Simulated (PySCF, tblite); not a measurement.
# C7H6PS−: geometry, infrared bands and NMR shifts

Aim: predict the infrared bands and NMR shifts of C7H6PS− (`CC#C[P-]c1cccs1`).

Programs: tblite 0.8.0 and PySCF 2.14.0, with density-fitted response routines of our own. Each step states its level of theory. These are calculated values for one molecule in the gas phase, unless marked as measured. Atoms are numbered from 0 throughout.

## 1. The starting structure

15 atoms, charge -1, multiplicity 1; geometry from: force field or distance geometry start.

Bonds of the start (Å): C0–C1 1.47, C1–C2 1.19, C2–P3 1.77, P3–C4 1.78, C4–C5 1.36, C5–C6 1.34, C6–C7 1.36, C7–S8 1.80, S8–C4 1.70, C0–H9 1.10, C0–H10 1.12, C0–H11 1.11, C5–H12 1.11, C6–H13 1.11, C7–H14 1.09.

## 2. Geometry optimisation with GFN2-xTB

Job settings and geometry (Å):

```
{"job": {"kind": "relax", "xc": "GFN2-xTB", "basis": "xTB"}, "charge": -1, "multiplicity": 1}
C      3.802900    -0.120200    -0.138100
C      2.477400    -0.753600    -0.181900
C      1.420900    -1.291600    -0.213500
P     -0.157200    -2.082400    -0.290500
C     -1.457300    -0.874700    -0.127800
C     -1.571600     0.280700    -0.843500
C     -2.622200     1.081200    -0.594000
C     -3.507100     0.675800     0.362200
S     -2.813000    -0.891800     0.901500
H      4.577000    -0.754900     0.315500
H      4.107200     0.165700    -1.177900
H      3.723500     0.776900     0.515500
H     -0.802400     0.551400    -1.593400
H     -2.775500     2.039100    -1.132100
H     -4.407100     1.206300     0.670500
```

Launch:

```bash
> OMP_NUM_THREADS=1 python probes_run.py task.json out
```

The driver reads the jobs from task.json and runs them one after another.

**Question.** This job is followed by: GFN2-xTB harmonic vibrations, gas phase; GIAO PBE0/pcSseg-1 NMR shielding, non-relativistic, gas phase. What will the session give for the following? strongest single infrared mode (GFN2-xTB); zero-point energy (GFN2-xTB); ¹³C shifts against TMS (PBE0/pcSseg-1); ¹H shifts against TMS (PBE0/pcSseg-1, means over atoms taken as alike); ³¹P shifts against H3PO4 (PBE0/pcSseg-1); ³³S shifts against CS2 (PBE0/pcSseg-1).

The runs gave:

```
                                                              quantity                                              value
                             strongest single infrared mode (GFN2-xTB)                              1426 cm⁻¹, 339 km/mol
                                          zero-point energy (GFN2-xTB)                                      63.1 kcal/mol
                                ¹³C shifts against TMS (PBE0/pcSseg-1)  186.4, 127.9, 118.0, 110.2, 105.6, 104.8, 9.1 ppm
¹H shifts against TMS (PBE0/pcSseg-1, means over atoms taken as alike)                         6.92, 6.21, 5.53, 2.42 ppm
                              ³¹P shifts against H3PO4 (PBE0/pcSseg-1)                                          -94.8 ppm
                                ³³S shifts against CS2 (PBE0/pcSseg-1)                                            209 ppm
```

What this shows: The optimisation took 70 steps and gained 0.911 eV; among the close pairs (by a distance rule), C5–C6 changed most, from 1.344 to 1.401 Å. The lowest mode is imaginary (31i cm⁻¹), so the xTB geometry is not a minimum. The strongest single mode, at 1426 cm⁻¹, moves mainly C5. GFN2-xTB is a fitted tight-binding method: band positions and strengths are rough. Its intensities can rank the bands wrongly. At PBE0/pcSseg-1: The widest tensor belongs to P3: span 420 ppm, with a paramagnetic part of -554 ppm. NICS(1)zz of -17 ppm above the planar ring from C4 marks a diatropic (aromatic) ring current. At PBE0/pcSseg-1 the HOMO lies above zero (+0.21 eV), as often for anions in the gas phase: self-interaction error lifts it, or the electron is held by the finite basis alone; counter-ions and solvent are missing.
